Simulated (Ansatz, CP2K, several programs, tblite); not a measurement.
Energy against volume for Li2MgGeS4 (stannite), at fixed shape and fractional coordinates, computed by several methods (PBE and r2SCAN, where shown, with plane waves in Ansatz); the cell shown is that of r2SCAN. With free coordinates or axes held, a curve is too stiff, and on another method's shape its minimum isn't the method's own volume. It is tetragonal, I-42m (No. 121); a = 5.447 Å, c = 11.111 Å in the conventional setting, 20.60 Å³ an atom. Li is surrounded by 4 S at 2.41 Å; Mg is surrounded by 4 S at 2.47 Å; Ge is surrounded by 4 S at 2.23 Å; S is surrounded by 1 Ge at 2.23 Å and 2 Li at 2.41 Å and 1 Mg at 2.47 Å. No spin polarisation. The prototype was imposed, so other structures may be more stable. Energies count from each curve's lowest point; fits are third-order Birch-Murnaghan.

```cif
data_structure
_symmetry_space_group_name_H-M 'P 1'
_symmetry_Int_Tables_number 1
_cell_length_a 6.7602
_cell_length_b 6.7602
_cell_length_c 6.7602
_cell_angle_alpha 132.484
_cell_angle_beta 132.484
_cell_angle_gamma 69.466
_cell_volume 164.84
loop_
_atom_site_label
_atom_site_type_symbol
_atom_site_fract_x
_atom_site_fract_y
_atom_site_fract_z
_atom_site_occupancy
Li1 Li 0.75000 0.25000 0.50000 1
Li2 Li 0.25000 0.75000 0.50000 1
Mg1 Mg 0.00000 0.00000 0.00000 1
Ge1 Ge 0.50000 0.50000 0.00000 1
S1 S 0.85137 0.85137 0.46100 1
S2 S 0.14863 0.60963 0.00000 1
S3 S 0.60963 0.14863 0.00000 1
S4 S 0.39037 0.39037 0.53900 1
```

Q: r2SCAN, on the shape of its own relaxed cell, gives

| V (Å³/atom) | E (meV/atom) |
| --- | --- |
| 19.369 | 15.52 |
| 19.987 | 3.70 |
| 20.605 | 0.00 |
| 21.223 | 3.23 |
| 21.841 | 12.37 |

What equilibrium volume and bulk modulus follow?

A: V₀ = 20.61 Å³ an atom and B₀ = 60 GPa.

PBE/SZV (CP2K), on the shape of the cell shown:
```tsv
V (Å³/atom)	E (meV/atom)
18.132	85.91
19.369	24.00
20.605	0.00
21.841	9.25
23.077	32.93
```
The points scatter about a smooth fit, so no fit is quoted.

GFN1-xTB (tblite), on the shape of the cell shown, as a cluster of 64 atoms at the zone centre:
```tsv
V (Å³/atom)	E (meV/atom)
18.132	26.70
19.369	0.00
20.605	9.49
21.841	44.27
23.077	96.91
```
V₀ = 19.60 Å³ an atom and B₀ = 69 GPa.

light PBE (260 eV, its own mesh), on the shape of the cell shown:
```
V (Å³/atom)  E (meV/atom)
     18.956         41.90
     19.781         14.81
     20.605          0.00
     21.429          0.41
     22.253          7.32
     23.077         24.31
```
The points scatter about a smooth fit, as a low cutoff and a light mesh can make them, so no fit is quoted.

Q: GFN2-xTB (tblite), on the shape of the cell shown, as a cluster of 64 atoms at the zone centre, gives
```csv
V (Å³/atom),E (meV/atom)
18.132,59.92
19.369,14.39
20.605,0.00
21.841,7.81
23.077,31.55
```
What equilibrium volume and bulk modulus follow?

A: V₀ = 20.72 Å³ an atom and B₀ = 46 GPa.
